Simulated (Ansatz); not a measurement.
**CF₆OSi: up Jacob's ladder to CCSD(T)**

An exercise on one series of results from a longer session: the logs are not shown, and one member is left open.

Computed with Ansatz 0.2.0, Gaussian basis. Level: functionals in def2-TZVPP, the program's frozen cores in correlated methods.

The runs, in order: LDA (SPW92), PBE-D4, revPBE-D4, BLYP-D4, r2SCAN-D4, B97M-V, PBE0-D4, B3LYP-D4, r2SCANh-D4, r2SCAN0-D4, HSE06-D4, BHLYP-D4, CAM-B3LYP-D4, LC-ωPBE, ωB97X-V, ωB97M-V, B2PLYP, PBE-QIDH; CCSD(T)/def2-SVP; MP2/def2-TZVPP; MP2/def2-QZVPP; RPA on PBE.

## The relaxed structure

All runs share one geometry, relaxed beforehand with PBE0-D4 in a triple-zeta def2 set.

SMILES `FC(F)(F)O[Si](F)(F)F`, 9 atoms, charge 0, spin multiplicity 1.

Atoms are counted from 1 here; the program's logs count them from 0.

Bond lengths: F1–C2 1.326 Å, C2–F3 1.338 Å, C2–F4 1.322 Å, C2–O5 1.344 Å, O5–Si6 1.626 Å, Si6–F7 1.562 Å, Si6–F8 1.563 Å, Si6–F9 1.560 Å. Angles: F1–C2–F3 107.9°, F1–C2–F4 108.5°, F1–C2–O5 110.7°, F3–C2–F4 108.3°, F3–C2–O5 111.5°, F4–C2–O5 109.9°, C2–O5–Si6 129.7°, O5–Si6–F7 111.3°, O5–Si6–F8 111.2°, O5–Si6–F9 105.9°, F7–Si6–F8 109.0°, F7–Si6–F9 109.5°, F8–Si6–F9 109.9°.

Set-up of the first run:

File in.yaml:

```yaml
crystal:
  periodic: [false, false, false]
  atoms:
    - {symbol: F, position_ang: [0.998907, -1.727800, -1.085265]}
    - {symbol: C, position_ang: [0.778652, -0.421351, -1.036416]}
    - {symbol: F, position_ang: [-0.337010, -0.165233, -1.729198]}
    - {symbol: F, position_ang: [1.786685, 0.195740, -1.628828]}
    - {symbol: O, position_ang: [0.673255, -0.005584, 0.237644]}
    - {symbol: Si, position_ang: [-0.647998, 0.415891, 1.085981]}
    - {symbol: F, position_ang: [-1.265851, 1.745975, 0.547943]}
    - {symbol: F, position_ang: [-1.734163, -0.706499, 1.037005]}
    - {symbol: F, position_ang: [-0.163978, 0.622562, 2.554133]}
basis:
  gaussian: {orbitals: def2-TZVPP}
hamiltonian: {xc: lda}
output: {orbitals: {seedname: orbitals}}
```

The run is started by

```console
$ ansatz run in.yaml --threads 4 --pin off --events-out ev --progress --plain --max-ram 11315MiB
```

Among the steps run: LDA; PBE-D4 (GGA); revPBE-D4 (GGA); BLYP-D4 (GGA); r2SCAN-D4 (meta-GGA); B97M-V (meta-GGA); B3LYP-D4 (hybrid); r2SCANh-D4 (hybrid); r2SCAN0-D4 (hybrid); HSE06-D4 (hybrid); BHLYP-D4 (hybrid); CAM-B3LYP-D4 (range-separated); LC-ωPBE (range-separated); ωB97X-V (range-separated); ωB97M-V (range-separated); B2PLYP (double hybrid); PBE-QIDH (double hybrid).

One table of the session follows, with a row left open; its other results are not shown here.

It belongs to the step «Frontier levels by functional». 

```
  functional  HOMO (eV)  LUMO (eV)  gap (eV)
 LDA (SPW92)      -9.76      -0.82      8.94
      PBE-D4      -9.47      -0.46      9.01
   revPBE-D4      -9.36      -0.27      9.10
     BLYP-D4      -9.39      -0.45      8.94
   r2SCAN-D4      -9.98       0.15     10.13
      B97M-V     -10.10      -0.07     10.03
     PBE0-D4     -11.48       0.58     12.06
    B3LYP-D4     -11.18       0.19     11.37
  r2SCANh-D4          ?          ?         ?
  r2SCAN0-D4     -11.85       0.96     12.80
    HSE06-D4     -11.06       0.20     11.27
    BHLYP-D4     -13.43       1.41     14.84
CAM-B3LYP-D4     -13.05       1.45     14.50
     LC-ωPBE     -14.36       2.95     17.31
     ωB97X-V     -14.02       2.72     16.73
     ωB97M-V     -13.96       2.35     16.30
```

Estimate the missing values for r2SCANh-D4.

Worked estimate for «HOMO (eV)». Against the share of exact exchange, r2SCAN-D4 (0, -9.98), r2SCAN0-D4 (0.25, -11.85) give a slope of -7.48 per unit share; at 0.1 the line stands at -10.73.

**Answer.** HOMO (eV): -10.73; LUMO (eV): 0.48; gap (eV): 11.20. In «HOMO (eV)» the line misses by 0.00.
